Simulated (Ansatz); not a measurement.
# K5P3: the cost of one run

Method: DFT PBE, scalar-relativistic, plane waves, PAW, in Ansatz 0.2.0.

## 1. The system as given

Symmetry: Im-3m, No. 229, cubic system. The conventional cell has a = 7.756 Å, b = 7.756 Å, c = 7.756 Å, α = 90.00°, β = 90.00°, γ = 90.00°. K (site symmetry m-3m) has 8 K at 3.36 Å as nearest neighbours. Around K (site symmetry -3m) lie 2 K at 3.36 Å and 6 P at 3.36 Å. P (site symmetry 4/mmm) has 8 K at 3.36 Å as nearest neighbours.

Structure file:

```
K P
1.0
    -3.87799    3.87799    3.87799
     3.87799   -3.87799    3.87799
     3.87799    3.87799   -3.87799
K P
5 3
Direct
  0.00000 0.00000 0.00000
  0.00000 0.00000 0.50000
  0.00000 0.50000 0.00000
  0.50000 0.00000 0.00000
  0.50000 0.50000 0.50000
  0.00000 0.50000 0.50000
  0.50000 0.50000 0.00000
  0.50000 0.00000 0.50000
```

A structure generator made this guess: species swapped into a database cell of Fe5Co3 (Im-3m, No. 229), with K on the Fe sites and P on the Co sites. Lengths come from tabulated atomic sizes and are only a guess.

## 2. Probe: one point on a coarse mesh

The input, input.yaml:

```yaml
crystal:
  lattice:
    - [-3.87798542, 3.87798542, 3.87798542]
    - [3.87798542, -3.87798542, 3.87798542]
    - [3.87798542, 3.87798542, -3.87798542]
  atoms:
    - { symbol: K, position: [0.0, 0.0, 0.0] }
    - { symbol: K, position: [0.0, 0.0, 0.5] }
    - { symbol: K, position: [0.0, 0.5, 0.0] }
    - { symbol: K, position: [0.5, 0.0, 0.0] }
    - { symbol: K, position: [0.5, 0.5, 0.5] }
    - { symbol: P, position: [0.0, 0.5, 0.5] }
    - { symbol: P, position: [0.5, 0.5, 0.0] }
    - { symbol: P, position: [0.5, 0.0, 0.5] }
basis:
  ecutwfc: 420
kpoints:
  mp_grid: { grid: [4, 4, 4] }
hamiltonian:
  xc: pbe
scf:
  occupations: { method: gaussian, width: 0.1 }
  lower_state_search: "off"
output:
  forces: true
  stress: true
  eigenvalues: true
```

Launch:

```bash
ansatz run input.yaml --threads 1 --pin off --max-ram 2048MiB --backend cpu --events-out ev --progress --plain --runs-dir out
```

What time and memory should one allow on 1 thread of Intel Xeon Platinum 8259CL at 2.50GHz (Skylake/Cascade Lake), shared host?

About 4.1 s, with a peak of 0.48 GiB.
